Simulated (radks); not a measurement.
# The series with 2 electrons, He to Ne⁸⁺

One table from this session's results is given with a row withheld; the runs are named, their logs left out.

Program: radks (a radial shooting solver on a logarithmic mesh, Libxc functionals) version 1. Level of theory: non-relativistic Kohn-Sham, LDA (Slater exchange, Perdew-Wang correlation), spin-polarised, spherical densities, point nucleus. These are calculated values, not measurements, unless marked.

## The atom as given

* electrons: 2
* ions: He, Li⁺, Be²⁺, B³⁺, C⁴⁺, N⁵⁺, O⁶⁺, F⁷⁺, Ne⁸⁺
* configuration: [He]

Outer shells as boxes (Hund's rule):

[He]
```
1s [↑↓]
```

Set-up of the first run:

The run's settings:

```text
Z 2
configuration [He]
relativity non-relativistic
functional lda,pw
spin polarised
nucleus point
```

Steps of the session up to this table: He; Li⁺; Be²⁺; B³⁺; C⁴⁺; N⁵⁺; O⁶⁺; F⁷⁺; Ne⁸⁺.

One of the session's tables, all rows but one given; the rest of the session is left out.

```
 ion  E (hartree)  ε(1s) (eV)  <r>(1s) (bohr)
  He     -2.83446     -15.517          0.9594
 Li⁺            ?           ?               ?
Be²⁺    -13.44391     -130.78          0.4208
 B³⁺    -21.74229     -229.13          0.3286
 C⁴⁺    -32.03853     -354.65          0.2696
 N⁵⁺    -44.33326     -507.37          0.2285
 O⁶⁺    -58.62690     -687.27          0.1983
 F⁷⁺    -74.91968     -894.38          0.1751
Ne⁸⁺    -93.21178     -1128.7          0.1568
```

**Question.** Estimate the row for Li⁺.

As computed: E (hartree): -7.14218; ε(1s) (eV): -59.591; <r>(1s) (bohr): 0.5848. In the column «E (hartree)» it lies between Be²⁺ (-13.44391) and He (-2.83446).
